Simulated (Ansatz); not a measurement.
# C3H3Ga (SMILES [CH3][Ga]1[C]#[C]1): one structure at several levels

One table from this session's results is given with a row withheld; the runs are named, their logs left out.

Computed with Ansatz 0.2.0, Gaussian basis. Level: single points in def2-TZVPP.

Cores are frozen in the correlated methods. Filled d shells of the heavier atoms are correlated. B3LYP uses VWN-RPA correlation.

## Where the work starts

SMILES `[CH3][Ga]1[C]#[C]1`, 7 atoms, charge 0, spin multiplicity 1.

Atoms are counted from 1 here; the program's logs count them from 0.

Bond lengths: C1–Ga2 1.948 Å, C1–H5 0.998 Å, C1–H6 1.044 Å, C1–H7 0.872 Å, Ga2–C3 2.087 Å, Ga2–C4 2.149 Å, C3–C4 1.242 Å. Angles: Ga2–C1–H5 104.0°, Ga2–C1–H6 103.9°, Ga2–C1–H7 110.3°, H5–C1–H6 110.7°, H5–C1–H7 118.0°, H6–C1–H7 108.8°, C1–Ga2–C3 159.4°, C1–Ga2–C4 166.4°, C3–Ga2–C4 34.0°, Ga2–C3–C4 75.7°, Ga2–C4–C3 70.2°.

As a file:

```mol
C3H3Ga
  3D, bonds by distance, orders not assigned

  7  7  0  0  0  0  0  0  0  0999 V2000
   -0.4957    1.0583   -0.5810 C   0  0
    0.2554   -0.5717    0.1759 Ga  0  0
    1.2211   -1.8309    1.5308 C   0  0
    0.8195   -2.5938    0.6373 C   0  0
   -0.0429    1.1453   -1.4659 H   0  0
   -0.1782    1.8081    0.0722 H   0  0
   -1.3672    1.0241   -0.5681 H   0  0
  1  2  8  0
  1  5  8  0
  1  6  8  0
  1  7  8  0
  2  3  8  0
  2  4  8  0
  3  4  8  0
M  END
```

The first run:

Contents of run/in.yaml:

```yaml
crystal:
  periodic: [false, false, false]
  atoms:
    - {symbol: C, position_ang: [-0.495700, 1.058300, -0.581000]}
    - {symbol: Ga, position_ang: [0.255400, -0.571700, 0.175900]}
    - {symbol: C, position_ang: [1.221100, -1.830900, 1.530800]}
    - {symbol: C, position_ang: [0.819500, -2.593800, 0.637300]}
    - {symbol: H, position_ang: [-0.042900, 1.145300, -1.465900]}
    - {symbol: H, position_ang: [-0.178200, 1.808100, 0.072200]}
    - {symbol: H, position_ang: [-1.367200, 1.024100, -0.568100]}
basis:
  gaussian: {orbitals: def2-TZVPP}
correlation: {method: ccsd_t}
output: {forces: true}
```

No record of the launch command was kept for these runs.

Among the steps run: CCSD(T)/def2-TZVPP; PBE0-D4/def2-TZVPP; wB97M-V/def2-TZVPP; r2SCAN-D4/def2-TZVPP; PBE-D4/def2-TZVPP; wB97X-V/def2-TZVPP; B3LYP-D4/def2-TZVPP.

One table of the session follows, with a row left open; its other results are not shown here.

| method | RMS force component (eV/Å) | angle to CCSD(T) forces (°) | dipole (D) |
| --- | --- | --- | --- |
| CCSD(T) | 4.495 | reference | 7.06 |
| PBE0-D4 | 4.435 | 3.6 | 7.27 |
| wB97M-V | 4.375 | 4.6 | 7.36 |
| r2SCAN-D4 | ? | ? | ? |
| PBE-D4 | 4.466 | 1.8 | 6.96 |
| wB97X-V | 4.478 | 4.1 | 7.44 |
| B3LYP-D4 | 4.330 | 4.1 | 7.17 |

Estimate the missing values for r2SCAN-D4.

**Answer.** RMS force component (eV/Å): 4.403; angle to CCSD(T) forces (°): 3.2; dipole (D): 7.15. In the column «RMS force component (eV/Å)» it lies between wB97M-V (4.375) and PBE0-D4 (4.435).
